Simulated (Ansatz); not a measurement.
# Cu: energy and stress against strain

The task, for Cu: strain the cell along the Voigt pattern (0, 0, 0, 0, 0, 1).

Computed with Ansatz 0.2.0 (DFT PBEsol, scalar-relativistic, plane waves, PAW, unless a step's input says otherwise).

### Step 1. The system as given

Symmetry: I4/mmm, No. 139, tetragonal system. Conventional cell: a = 2.886 Å, b = 2.886 Å, c = 2.752 Å, α = 90.00°, β = 90.00°, γ = 90.00°. Cu (site symmetry 4/mmm) has 10 Cu at 2.46 to 2.75 Å in its first shell of neighbours.

Coordinates:

```
Cu
1.0
    -1.44279    1.44279    1.37608
     1.44279   -1.44279    1.37608
     1.44279    1.44279   -1.37608
Cu
1
Cartesian
  0.0000 0.0000 0.0000
```

It goes back to an entry of the Materials Project, which need not be the stable form.

The cell is taken as given, not relaxed at this level.

### Step 2. The reference cell

Reference values: F = -6588.7351 eV; pressure -1.43 GPa; largest force 0.000 eV/Å; gap on the mesh none (metal). It was computed beforehand with the settings of the runs below.

### Step 3. Setting up energy and stress against strain

The cell is strained by ε times the Voigt pattern (0, 0, 0, 0, 0, 1) (xx, yy, zz, yz, xz, xy; engineering shear), with fractional coordinates fixed (clamped ions). The stress on the pattern is the sum of the stress components weighted by it, tension positive.

### Step 4. Point ε = -0.1000

input.yaml

```yaml
crystal:
  lattice:
    - [-1.514932986, 1.514932986, 1.37608145]
    - [1.514932986, -1.514932986, 1.37608145]
    - [1.370653654, 1.370653654, -1.37608145]
  atoms:
    - { symbol: Cu, position: [0.0, 0.0, 0.0] }
basis:
  ecutwfc: 420
kpoints:
  mp_grid: { grid: [24, 24, 24] }
hamiltonian:
  xc: pbesol
scf:
  occupations: { method: gaussian, width: 0.15 }
output:
  forces: true
  stress: true
  eigenvalues: true
```

Command:

```console
$ ansatz run input.yaml --threads 1 --pin off --max-ram 2560MiB --backend cpu --events-out ev --progress --plain --runs-dir out
```

### Step 5. At ε = 0.0750

input.yaml, as its differences from that of step 4:

```diff
@@ -2,5 +2,5 @@
   lattice:
-    - [-1.514932986, 1.514932986, 1.37608145]
-    - [1.514932986, -1.514932986, 1.37608145]
-    - [1.370653654, 1.370653654, -1.37608145]
+    - [-1.3886885705, 1.3886885705, 1.37608145]
+    - [1.3886885705, -1.3886885705, 1.37608145]
+    - [1.4968980695, 1.4968980695, -1.37608145]
   atoms:
```

### Step 6. At ε = -0.0500

input.yaml, as its differences from that of step 5:

```diff
@@ -2,5 +2,5 @@
   lattice:
-    - [-1.3886885705, 1.3886885705, 1.37608145]
-    - [1.3886885705, -1.3886885705, 1.37608145]
-    - [1.4968980695, 1.4968980695, -1.37608145]
+    - [-1.478863153, 1.478863153, 1.37608145]
+    - [1.478863153, -1.478863153, 1.37608145]
+    - [1.406723487, 1.406723487, -1.37608145]
   atoms:
```

### Step 7. ε = 0.0250

input.yaml, as its differences from that of step 6:

```diff
@@ -2,5 +2,5 @@
   lattice:
-    - [-1.478863153, 1.478863153, 1.37608145]
-    - [1.478863153, -1.478863153, 1.37608145]
-    - [1.406723487, 1.406723487, -1.37608145]
+    - [-1.4247584035, 1.4247584035, 1.37608145]
+    - [1.4247584035, -1.4247584035, 1.37608145]
+    - [1.4608282365, 1.4608282365, -1.37608145]
   atoms:
```

### Step 8. ε = 0.0875

input.yaml, as its differences from that of step 7:

```diff
@@ -2,5 +2,5 @@
   lattice:
-    - [-1.4247584035, 1.4247584035, 1.37608145]
-    - [1.4247584035, -1.4247584035, 1.37608145]
-    - [1.4608282365, 1.4608282365, -1.37608145]
+    - [-1.3796711122, 1.3796711122, 1.37608145]
+    - [1.3796711122, -1.3796711122, 1.37608145]
+    - [1.5059155278, 1.5059155278, -1.37608145]
   atoms:
```

### Step 9. Point ε = 0.0625

input.yaml, as its differences from that of step 8:

```diff
@@ -2,5 +2,5 @@
   lattice:
-    - [-1.3796711122, 1.3796711122, 1.37608145]
-    - [1.3796711122, -1.3796711122, 1.37608145]
-    - [1.5059155278, 1.5059155278, -1.37608145]
+    - [-1.3977060288, 1.3977060288, 1.37608145]
+    - [1.3977060288, -1.3977060288, 1.37608145]
+    - [1.4878806112, 1.4878806112, -1.37608145]
   atoms:
```

### Step 10. At ε = 0.0375

input.yaml, as its differences from that of step 9:

```diff
@@ -2,5 +2,5 @@
   lattice:
-    - [-1.3977060288, 1.3977060288, 1.37608145]
-    - [1.3977060288, -1.3977060288, 1.37608145]
-    - [1.4878806112, 1.4878806112, -1.37608145]
+    - [-1.4157409452, 1.4157409452, 1.37608145]
+    - [1.4157409452, -1.4157409452, 1.37608145]
+    - [1.4698456948, 1.4698456948, -1.37608145]
   atoms:
```

### Step 11. Point ε = 0.0125

input.yaml, as its differences from that of step 10:

```diff
@@ -2,5 +2,5 @@
   lattice:
-    - [-1.4157409452, 1.4157409452, 1.37608145]
-    - [1.4157409452, -1.4157409452, 1.37608145]
-    - [1.4698456948, 1.4698456948, -1.37608145]
+    - [-1.4337758618, 1.4337758618, 1.37608145]
+    - [1.4337758618, -1.4337758618, 1.37608145]
+    - [1.4518107782, 1.4518107782, -1.37608145]
   atoms:
```

(Steps that only read results are left out.)

What does the calculation give? Wanted: slope of the stress at ε = 0, from the points at -0.0500, 0 and 0.0125.

As calculated:

```
                                                              quantity    value
slope of the stress at ε = 0, from the points at -0.0500, 0 and 0.0125  114 GPa
```

The slope of the stress at zero strain, 114 GPa, estimates C66 with clamped ions in this Cartesian frame. The step is wide, so higher orders mix in. The reference stands under -1.4 GPa, so this is no zero-stress constant. The undisturbed cell stays the lowest of the sampled points.
